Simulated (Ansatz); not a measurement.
**C2H7ClO2Si2: a ladder of functionals and wavefunction methods**

The task here is to estimate one member of a computed series from the others.

Computed with Ansatz 0.2.0, Gaussian basis. Level: functionals in def2-TZVPP, the program's frozen cores in correlated methods.

Levels to be run: PBE-D4, r2SCAN-D4, PBE0-D4, B3LYP-D4, ωB97X-V, ωB97M-V, B2PLYP; CCSD(T)/def2-TZVPP; MP2/def2-QZVPP; extrapolation to the limit.

## The relaxed structure

The geometry comes from an earlier relaxation with PBE0-D4 in a triple-zeta def2 set; it is a stationary point, not always the lowest conformer.

SMILES `O[SiH](O)/C=C\[SiH2]Cl`, 14 atoms, charge 0, spin multiplicity 1.

Atoms are counted from 1 here; the program's logs count them from 0.

Bond lengths: O1–Si2 1.641 Å, O1–H8 0.961 Å, Si2–O3 1.636 Å, Si2–C4 1.859 Å, Si2–H9 1.489 Å, O3–H10 0.958 Å, C4–C5 1.337 Å, C4–H11 1.092 Å, C5–Si6 1.863 Å, C5–H12 1.092 Å, Si6–Cl7 2.079 Å, Si6–H13 1.478 Å, Si6–H14 1.482 Å. Angles: Si2–O1–H8 117.1°, O1–Si2–O3 109.2°, O1–Si2–C4 112.1°, O1–Si2–H9 109.1°, O3–Si2–C4 104.6°, O3–Si2–H9 111.3°, C4–Si2–H9 110.6°, Si2–O3–H10 117.8°, Si2–C4–C5 127.0°, Si2–C4–H11 115.8°, C5–C4–H11 117.3°, C4–C5–Si6 128.9°, C4–C5–H12 117.7°, Si6–C5–H12 113.4°, C5–Si6–Cl7 111.4°, C5–Si6–H13 114.5°, C5–Si6–H14 107.9°, Cl7–Si6–H13 107.2° and more.

Set-up of the first run:

File in.yaml:

```yaml
crystal:
  periodic: [false, false, false]
  atoms:
    - {symbol: O, position_ang: [-0.865062, 1.405758, -0.669108]}
    - {symbol: Si, position_ang: [0.684602, 1.352416, -0.132801]}
    - {symbol: O, position_ang: [0.908159, 2.525520, 0.984952]}
    - {symbol: C, position_ang: [1.057661, -0.229459, 0.768843]}
    - {symbol: C, position_ang: [0.350090, -1.363612, 0.729105]}
    - {symbol: Si, position_ang: [-1.223210, -1.729412, -0.200007]}
    - {symbol: Cl, position_ang: [-0.987391, -1.424686, -2.242844]}
    - {symbol: H, position_ang: [-1.038777, 1.047814, -1.543516]}
    - {symbol: H, position_ang: [1.606617, 1.525311, -1.289429]}
    - {symbol: H, position_ang: [0.733252, 3.430768, 0.724047]}
    - {symbol: H, position_ang: [1.961671, -0.224892, 1.381104]}
    - {symbol: H, position_ang: [0.718062, -2.212845, 1.308869]}
    - {symbol: H, position_ang: [-2.388962, -0.928306, 0.228777]}
    - {symbol: H, position_ang: [-1.516691, -3.174405, -0.048002]}
basis:
  gaussian: {orbitals: def2-TZVPP}
hamiltonian: {xc: pbe, dispersion: d4}
output: {forces: true, orbitals: {seedname: orbitals}}
```

Started as:

```bash
ansatz run in.yaml --threads 2 --pin off --events-out ev --progress --plain --max-ram 22528MiB --backend cuda --devices 0, --max-vram 18GiB
```

Among the steps run: PBE-D4 (GGA); r2SCAN-D4 (meta-GGA); PBE0-D4 (hybrid); B3LYP-D4 (hybrid); ωB97X-V (range-separated); ωB97M-V (range-separated); B2PLYP (double hybrid); CCSD(T) in def2-TZVPP; MP2 in def2-QZVPP.

One of the session's tables, all rows but one given; the rest of the session is left out.

```
            method  atomisation energy (kcal/mol)
            PBE-D4                         1298.2
         r2SCAN-D4                         1285.5
           PBE0-D4                         1276.7
          B3LYP-D4                         1277.4
           ωB97X-V                         1285.9
           ωB97M-V                              ?
            B2PLYP                         1265.1
     HF/def2-TZVPP                          936.7
    MP2/def2-TZVPP                         1276.7
   CCSD/def2-TZVPP                         1228.6
CCSD(T)/def2-TZVPP                         1248.8
           MP2/CBS                         1314.4
       CCSD(T)/CBS                         1286.6
```

Q: Estimate the row for ωB97M-V from the others.

As computed: atomisation energy (kcal/mol): 1287.2. In the column «atomisation energy (kcal/mol)» it lies between CCSD(T)/CBS (1286.6) and PBE-D4 (1298.2).
